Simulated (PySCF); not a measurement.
**A diatomic session: ICl**

One job finds the state of ICl, follows it along the bond with each method and fits the curves.

The runs use PySCF 2.14.0; I def2-SVP with ECP28, Cl def2-SVP, scalar-relativistic core potentials.

## Step 1: Input

Settings of the job:

```
atoms                         : I, Cl
charge                        : 0
basis                         : I def2-SVP with ECP28, Cl def2-SVP
Hamiltonian                   : scalar-relativistic core potentials
basis functions               : 44
electrons treated             : 42
masses in u                   : 126.9045, 34.9689
levels                        : PBE0, PBE, r²SCAN, M06-L, MN15, B3LYP, HF, MP2, SCS-MP2, CCSD, CCSD(T)
grid                          : 80 radial by 434 angular points
occupations                   : held fixed by the projection of orbital angular momentum
dissociation limit            : I + Cl, each in its ground configuration
starting distance in angstrom : 2.280
values of 2S to try           : 0, 2
```

Run with:

```
> OMP_NUM_THREADS=1 python dia.py task.json out
```

After this run come: First curve: PBE0; Higher solutions at PBE0; PBE; r²SCAN; M06-L (meta-GGA); MN15 (hybrid meta-GGA); B3LYP (global hybrid GGA); RHF (mean field); Correlated methods on the Hartree–Fock reference.

Before running it: what results should come out? Wanted: for each run, Re; ωe; De; μ.

The runs gave:

Lowest PBE0 solution found, without spin–orbit coupling: ¹Σ⁺ (singlet), closed shell. State 2 has its PBE0 minimum 1.39 eV higher. The other levels ran on the lowest alone.

| level | Re (Å) | ωe (cm⁻¹) | De (eV) | μ (D) |
| --- | --- | --- | --- | --- |
| RHF | 2.354 | 406 | 0.63 | -1.65 |
| RHF-MP2 | 2.367 | 385 | 1.79 | n/a |
| RHF-SCS-MP2 | 2.378 | 376 | 1.72 | n/a |
| RHF-CCSD | 2.384 | 369 | 1.64 | n/a |
| RHF-CCSD(T) | 2.393 | 357 | 1.74 | n/a |
| PBE | 2.384 | 362 | 2.46 | -1.31 |
| r²SCAN | 2.372 | 373 | 2.23 | -1.39 |
| M06-L | 2.377 | 361 | 2.34 | -1.76 |
| B3LYP | 2.387 | 365 | 2.09 | -1.37 |
| PBE0 | 2.357 | 386 | 2.19 | -1.39 |
| MN15 | 2.355 | 383 | 2.15 | -1.52 |

De is counted to I + Cl in their ground configurations. A positive dipole means I(−)Cl(+).

Differences from CCSD(T) in the same basis:

| level | Re (mÅ) | ωe (%) |
| --- | --- | --- |
| RHF | -39 | +13.5 |
| RHF-MP2 | -26 | +7.7 |
| RHF-SCS-MP2 | -15 | +5.2 |
| RHF-CCSD | -9 | +3.2 |
| PBE | -9 | +1.4 |
| r²SCAN | -21 | +4.3 |
| M06-L | -16 | +0.9 |
| B3LYP | -6 | +2.2 |
| PBE0 | -36 | +8.0 |
| MN15 | -37 | +7.2 |

Against CCSD(T) in the same basis, the bond length is nearest at B3LYP (-6 mÅ) and farthest at RHF (-39 mÅ); the wavenumber is nearest at M06-L (+0.9 %) and farthest at RHF (+13.5 %). Hartree–Fock falls on the short and stiff side, its usual fault. CCSD(T) in a basis this small is itself some way from its limit, more so than the functionals. Among the levels with a De in the table, it runs from 0.63 eV (RHF) to 2.46 eV (PBE).

Correlated steps freeze 9 core orbitals. These are scalar-relativistic numbers at best; spin–orbit coupling would shift them, the dissociation energy most.
